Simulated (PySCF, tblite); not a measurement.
# C₅H₆NPS: geometry, infrared bands and NMR shifts

What infrared bands and NMR shifts should C₅H₆NPS (`CSc1ncccp1`) show?

Computed with tblite 0.8.0 and PySCF 2.14.0, with density-fitted response routines of our own, on a single molecule in the gas phase. Atoms count from 0, in the outputs and in this text.

## (1) Starting geometry

14 atoms, charge 0, multiplicity 1; geometry from: force field or distance geometry start.

Bonds of the start (Å): C0–S1 1.83, S1–C2 1.77, C2–N3 1.34, N3–C4 1.36, C4–C5 1.40, C5–C6 1.39, C6–P7 1.83, P7–C2 1.85, C0–H8 1.10, C0–H9 1.08, C0–H10 1.10, C4–H11 1.09, C5–H12 1.09, C6–H13 1.08.

## (2) Optimising the geometry with GFN2-xTB

Job settings and geometry (Å):

```
{"job": {"kind": "relax", "xc": "GFN2-xTB", "basis": "xTB"}, "charge": 0, "multiplicity": 1}
C      2.789800    -0.908000    -0.145500
S      2.064800     0.318700    -1.286700
C      0.417600     0.396200    -0.650800
N      0.049500    -0.356200     0.396600
C     -1.203300    -0.347800     0.937400
C     -2.304400     0.404100     0.517400
C     -2.242100     1.288700    -0.550400
P     -0.715100     1.563800    -1.529000
H      2.747500    -0.550000     0.889000
H      3.825400    -1.067500    -0.406400
H      2.254900    -1.863900    -0.225700
H     -1.323100    -1.023800     1.780800
H     -3.242100     0.294200     1.071100
H     -3.120000     1.851100    -0.835000
```

On the command line:

```
OMP_NUM_THREADS=1 python probes_run.py task.json out
```

The driver reads the jobs from task.json and runs them one after another.

**Question.** This job is followed by: GFN2-xTB harmonic vibrations, gas phase; GIAO PBE0/pcSseg-1 NMR shielding, non-relativistic, gas phase. What will the session give for the following? strongest single infrared mode (GFN2-xTB); zero-point energy (GFN2-xTB); 13C shifts against TMS (PBE0/pcSseg-1); 1H shifts against TMS (PBE0/pcSseg-1, means over atoms taken as alike); 33S shifts against CS2 (PBE0/pcSseg-1); 15N shifts against NH3 (PBE0/pcSseg-1); 31P shifts against H3PO4 (PBE0/pcSseg-1).

**Answer**, as computed:

| quantity | value |
| --- | --- |
| strongest single infrared mode (GFN2-xTB) | 966 cm⁻¹, 104 km/mol |
| zero-point energy (GFN2-xTB) | 61.3 kcal/mol |
| 13C shifts against TMS (PBE0/pcSseg-1) | 207.0, 177.3, 151.3, 123.0, 20.1 ppm |
| 1H shifts against TMS (PBE0/pcSseg-1, means over atoms taken as alike) | 9.43, 8.76, 7.15, 2.57 ppm |
| 33S shifts against CS2 (PBE0/pcSseg-1) | 110 ppm |
| 15N shifts against NH3 (PBE0/pcSseg-1) | 340.8 ppm |
| 31P shifts against H3PO4 (PBE0/pcSseg-1) | 200.4 ppm |

What this shows: Relaxing lowered the energy by 0.379 eV in 33 steps; the close pair that moved most is C6–P7, from 1.834 to 1.731 Å. No mode is imaginary among the 36: a minimum at this level. The strongest single mode, at 966 cm⁻¹, moves mainly C2. Unscaled tight-binding wavenumbers are off by several per cent, some by more. Its intensities can rank the bands wrongly. At PBE0/pcSseg-1: The largest span, 669 ppm, is at N3, where the paramagnetic term is -407 ppm. NICS(1)zz of -21 ppm above the planar ring from C2 marks a diatropic (aromatic) ring current.
